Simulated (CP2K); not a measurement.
Crystal: NbTe.

```
Te Nb
1.0
     3.70297    0.00000    0.00000
    -1.85149    3.20687    0.00000
     0.00000    0.00000    3.69421
Te Nb
1 1
Direct
  0.66667 0.33333 0.00000
  0.00000 0.00000 0.50000
```

The cell comes from a database or a generator and needn't be the stable form of this composition.

Base run:

- Program: CP2K 2026.2
- Functional: PBEsol
- Potentials or basis: POTENTIAL_UZH Te GTH-PBE-q6, Nb GTH-PBE-q13; TZVP-MOLOPT-PBE-GTH basis
- Density cutoff: 6123 eV
- k mesh: 8 × 8 × 7
- Occupations: gaussian, width 0.1 eV
- Spin: no spin polarisation

Its results: band gap on the k mesh none (metal or under the smearing width); pressure -1.7 GPa.

**Question.** The run is repeated on the same cell with these changes: functional from PBEsol to RPBE; occupations from gaussian, width 0.1 eV to gaussian, width 0.02 eV. What comes out?

**Answer.** Band gap on the k mesh none (metal or under the smearing width); pressure 3.1 GPa.

Caveats: the potentials were made for another functional, which shifts forces and pressure; the basis of atomic orbitals isn't converged, which shifts pressures, moduli and gaps.
